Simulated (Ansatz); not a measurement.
**TaTe (zincblende): a single-point run**

Wanted: a converged single-point run for TaTe (zincblende), and a check of what comes out. The structure is shown as the input types it.

Program: Ansatz 0.2.0. Level of theory: DFT PBE, scalar-relativistic, plane waves, PAW. These are calculated values, not measurements.

1 further run of the same task is left out (it didn't finish). Runs told in other sessions of the task aren't counted.

### Step 1. Starting point

It takes space group F-43m (No. 216, cubic). The conventional cell has a = 6.320 Å, b = 6.320 Å, c = 6.320 Å, α = 90.00°, β = 90.00°, γ = 90.00°. Around Ta (site symmetry -43m) lie 4 Te at 2.74 Å. Around Te (site symmetry -43m) lie 4 Ta at 2.74 Å.

Structure file:

```
CELL_PARAMETERS angstrom
0.00000 3.15993 3.15993
3.15993 0.00000 3.15993
3.15993 3.15993 0.00000
ATOMIC_POSITIONS crystal
Ta 0.00000 0.00000 0.00000
Te 0.25000 0.25000 0.25000
```

### Step 2. The calculation

Input file input.yaml:

```yaml
crystal:
  lattice:
    - [0.0, 3.1599278669, 3.1599278669]
    - [3.1599278669, 0.0, 3.1599278669]
    - [3.1599278669, 3.1599278669, 0.0]
  atoms:
    - { symbol: Ta, position: [0.0, 0.0, 0.0], spin: 2.0 }
    - { symbol: Te, position: [0.25, 0.25, 0.25] }
basis:
  ecutwfc: 420
  ecutrho_ratio: 4
kpoints:
  mp_grid: { grid: [10, 10, 10] }
hamiltonian:
  xc: pbe
scf:
  occupations: { method: gaussian, width: 0.05 }
  mixing: { algorithm: anderson, beta: 0.001, ndim: 1 }
  max_iter: 60
output:
  forces: true
  stress: true
magnetization:
  spin_polarized: true
```

Command:

```bash
$ ansatz run input.yaml --threads 2 --pin off --max-ram 2662MiB --backend cpu --events-out ev --progress --plain --runs-dir out
```

Q: Will this input give a usable result? If not, why, and what should change?

The program finished normally, with warnings (stability check not made). That alone doesn't make the input a sound one.

Look at the input: scf.mixing.algorithm is anderson; scf.mixing.beta is 0.001; scf.mixing.ndim is 1. What could go wrong: mixing too weak. The residual crept for many cycles and then fell at once, which so weak a step can't do by itself: the program changed its mixing. Several mixing settings were changed at once, so this run can't tell how much each is to blame.

Run again and compare: delete scf.mixing.algorithm, scf.mixing.beta and scf.mixing.ndim (the default then holds).
